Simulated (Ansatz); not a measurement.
# La2NiO4: one geometry, two states

Aim: solve La2NiO4 (a crystal from a database, its volume scaled a little) from each of its saved states, at one geometry and mesh, and see which is lowest and how they differ.

Program: Ansatz 0.2.0. Level of theory: DFT, r2SCAN, with U_eff = 6.62 eV on Ni d, plane waves, PAW. These are calculated values, not measurements.

## Step 1: The system as given

Symmetry: I4/mmm, No. 139, tetragonal system. Conventional cell: a = 3.908 Å, b = 3.908 Å, c = 12.774 Å, α = 90.00°, β = 90.00°, γ = 90.00°. La (site symmetry 4mm) is surrounded by 5 O at 2.36 to 2.64 Å. Around Ni (site symmetry 4/mmm) lie 6 O at 1.95 to 2.26 Å. Around O (site symmetry mmm) lie 2 Ni at 1.95 Å and 4 La at 2.64 Å. O (site symmetry 4mm) is surrounded by 1 Ni at 2.26 Å and 1 La at 2.36 Å.

The coordinates stand in the input below.

The states: A, no atom with a moment over 0.3 μB (no spin polarisation); B, Ni3 up (collinear spin). Each run reads its own saved solution as saved_state.

## Step 2: Run from state A

input.yaml reads:

```yaml
crystal:
  lattice:
    - [-1.95402797, 1.95402797, 6.38682804]
    - [1.95402797, -1.95402797, 6.38682804]
    - [1.95402797, 1.95402797, -6.38682804]
  atoms:
    - { symbol: La, position: [0.3614, 0.3614, 0.0] }
    - { symbol: La, position: [0.6386, 0.6386, 0.0] }
    - { symbol: Ni, position: [0.0, 0.0, 0.0] }
    - { symbol: O, position: [0.5, 0.0, 0.5] }
    - { symbol: O, position: [0.0, 0.5, 0.5] }
    - { symbol: O, position: [0.177, 0.177, 0.0] }
    - { symbol: O, position: [0.823, 0.823, 0.0] }
kpoints:
  mp_grid: { grid: [6, 6, 6], shift: [0, 0, 0] }
magnetization:
  spin_polarized: false
scf:
  occupations: { method: fermi_dirac }
  lower_state_search: "off"
  max_iter: 200
hamiltonian:
  pseudopotentials: { kind: paw }
  xc: r2scan
  hubbard:
    projectors: all-electron-ortho-atomic
    sites: [{ species: Ni, l: d, u_eff: 6.62 }]
basis:
  ecutwfc: 500
  fft_grid_basis: typed
output:
  forces: true
  stress: true
  eigenvalues: true
  bader: true
  populations: true
  elf: true
  write_potential: true
  volumetric_format: npy
  dos:
    e_range: [-12, 8]
    de: 0.05
    projected: { site_lists: { La: [La], Ni: [Ni], O: [O] } }
checkpoint:
  read: saved_state
```

## Step 4: Run from state B

Edit input.yaml of step 2 so:

```diff
@@ -13,6 +13,21 @@
     - { symbol: O, position: [0.823, 0.823, 0.0] }
+  symmetry: { detect: false, time_reversal: true }
 kpoints:
   mp_grid: { grid: [6, 6, 6], shift: [0, 0, 0] }
+  band_path:
+    path:
+      - [0.0, 0.0, 0.0]
+      - [0.0, 0.0, 0.5]
+      - [0.25, 0.25, 0.25]
+      - [0.0, 0.5, 0.0]
+      - [0.0, 0.0, 0.0]
+      - [0.5, 0.5, -0.5]
+      - [0.27340082, 0.72659918, -0.27340082]
+      - [-0.27340082, 0.27340082, 0.27340082]
+      - [0.0, 0.0, 0.0]
+      - [0.0, 0.0, 0.5]
+      - [-0.04680164, 0.04680164, 0.5]
+    npoints: 6
 magnetization:
-  spin_polarized: false
+  spin_polarized: true
 scf:
```

(Steps that only read results are left out.)

What does the calculation give? Wanted: for each run, free energy; largest site moment; size of the net moment; gap; pressure; largest force.

The runs gave:

| state | free energy (meV/atom) | largest site moment (μB) | size of the net moment (μB/cell) | gap (eV) | pressure (GPa) | largest force (eV/Å) | SCF cycles |
| --- | --- | --- | --- | --- | --- | --- | --- |
| A | 283.6 | – | – | 1.18 | -6.4 | 1.39 | 9 |
| B | 0.0 | 1.74 | 2.00 | 0.53 | -3.2 | 0.67 | 9 |

**Reading.** State B wins by 283.6 meV per atom over A. Gaps that take in a band path and gaps read on the mesh alone aren't sampled alike. At the same volume their pressures differ by 3.2 GPa, the state with the larger moments having the higher pressure, so it wants the larger volume. Not all runs allow spin: where it is off, the gap in energy is mostly the cost of forbidding moments, not two ends of one search.

Limits of this run: gaps of Fe, Co and Ni magnets can come out low on these datasets.
